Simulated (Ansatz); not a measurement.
## Nudged elastic band run: Ti8Ru8Au

The input (input.yaml):

```yaml
crystal:
  lattice:
    - [6.14, 0.0, 0.0]
    - [0.0, 6.14, 0.0]
    - [0.0, 0.0, 16.605]
  atoms:
    - { symbol: Ti, position: [0.24931366, 0.24926872, 0.13426219] }
    - { symbol: Ru, position: [0.0, 0.0, 0.0602228] }
    - { symbol: Ti, position: [0.25354923, 0.25353336, 0.32222688] }
    - { symbol: Ru, position: [-0.00037778, -0.00043095, 0.24142327] }
    - { symbol: Ti, position: [0.24928523, 0.75020927, 0.13426404] }
    - { symbol: Ru, position: [0.0, 0.5, 0.0602228] }
    - { symbol: Ti, position: [0.25386316, 0.74499118, 0.32229338] }
    - { symbol: Ru, position: [-0.00037593, 0.49963571, 0.23961402] }
    - { symbol: Ti, position: [0.75025933, 0.24923655, 0.13426393] }
    - { symbol: Ru, position: [0.5, 0.0, 0.0602228] }
    - { symbol: Ti, position: [0.74500686, 0.25376286, 0.32226577] }
    - { symbol: Ru, position: [0.49966786, -0.00042959, 0.23961387] }
    - { symbol: Ti, position: [0.75020833, 0.75016454, 0.13426728] }
    - { symbol: Ru, position: [0.5, 0.5, 0.0602228] }
    - { symbol: Ti, position: [0.74523832, 0.74513719, 0.3223271] }
    - { symbol: Ru, position: [0.49969966, 0.49965465, 0.23567526] }
    - { symbol: Au, position: [0.4985085, 0.49820011, 0.43371422] }
basis:
  ecutwfc: 420.0
kpoints:
  mp_grid: { grid: [3, 3, 1] }
hamiltonian:
  xc: pbe
scf:
  occupations: { method: fermi_dirac, width: 0.1 }
  lower_state_search: "off"
neb:
  images: 4
  f_tol: 0.05
  max_iterations: 31
  order_check: false
  climbing: immediate
  constraints: [{ sites: [1, 5, 9, 13] }]
  final_atoms:
    - { symbol: Ti, position: [0.25025933, 0.24923655, 0.13426393] }
    - { symbol: Ru, position: [0.0, 0.0, 0.0602228] }
    - { symbol: Ti, position: [0.24500686, 0.25376286, 0.32226577] }
    - { symbol: Ru, position: [-0.00033214, -0.00042959, 0.23961387] }
    - { symbol: Ti, position: [0.25020833, 0.75016454, 0.13426728] }
    - { symbol: Ru, position: [0.0, 0.5, 0.0602228] }
    - { symbol: Ti, position: [0.24523832, 0.74513719, 0.3223271] }
    - { symbol: Ru, position: [-0.00030034, 0.49965465, 0.23567526] }
    - { symbol: Ti, position: [0.74931366, 0.24926872, 0.13426219] }
    - { symbol: Ru, position: [0.5, 0.0, 0.0602228] }
    - { symbol: Ti, position: [0.75354923, 0.25353336, 0.32222688] }
    - { symbol: Ru, position: [0.49962222, -0.00043095, 0.24142327] }
    - { symbol: Ti, position: [0.74928523, 0.75020927, 0.13426404] }
    - { symbol: Ru, position: [0.5, 0.5, 0.0602228] }
    - { symbol: Ti, position: [0.75386316, 0.74499118, 0.32229338] }
    - { symbol: Ru, position: [0.49962407, 0.49963571, 0.23961402] }
    - { symbol: Au, position: [0.9985085, 0.49820011, 0.43371422] }
```

Run as:

```bash
$ ansatz run input.yaml --threads 4 --pin off --max-ram 10240MiB --backend cpu --events-out ev --progress --plain --runs-dir out
```

Output, in part (warnings, iteration lines):

```
NEB end point (image 0): max|allowed force component| = 1.370e-2 eV/Å (the criterion of neb.relax_end_points is 1.000e-2)
NEB end point (image 5): max|allowed force component| = 1.370e-2 eV/Å (the criterion of neb.relax_end_points is 1.000e-2)
NEB iter   1: max|band force component| = 2.861e0 eV/Å  barrier→ = 0.7268 eV  barrier← = 0.7268 eV  CI = image 3  Δτ_max = 0.1967 Å  (81 SCF iters)
NEB iter   2: max|band force component| = 1.303e0 eV/Å  barrier→ = 0.4581 eV  barrier← = 0.4581 eV  CI = image 3  Δτ_max = 0.1212 Å  (51 SCF iters)
NEB iter   3: max|band force component| = 3.740e-1 eV/Å  barrier→ = 0.3769 eV  barrier← = 0.3769 eV  CI = image 3  Δτ_max = 0.1740 Å  (50 SCF iters)
NEB iter   4: max|band force component| = 7.315e-2 eV/Å  barrier→ = 0.3677 eV  barrier← = 0.3677 eV  CI = image 3  Δτ_max = 0.0095 Å  (46 SCF iters)
NEB iter   5: max|band force component| = 4.319e-2 eV/Å  barrier→ = 0.3667 eV  barrier← = 0.3667 eV  CI = image 3  Δτ_max = 0.0000 Å  (36 SCF iters)
```

The run converged. The order of the point at the top wasn't checked. Limits of this set-up: coarse k mesh, thin slab, slab without dipole correction, a typed lattice constant that wasn't relaxed here.

Final band:

```
image  path coordinate (Å)  energy (eV)
    0                 0.00         0.00
    1                 0.53         0.12
    2                 1.07         0.30
    3                 1.60         0.37
    4                 2.40         0.23
    5                 3.19         0.00
```

Time of the run: 6.5 min on 4 threads of Intel(R) Xeon(R) Platinum 8259CL CPU @ 2.50GHz (Skylake/Cascade Lake), with other jobs on the host, peak memory 3.2 GiB.
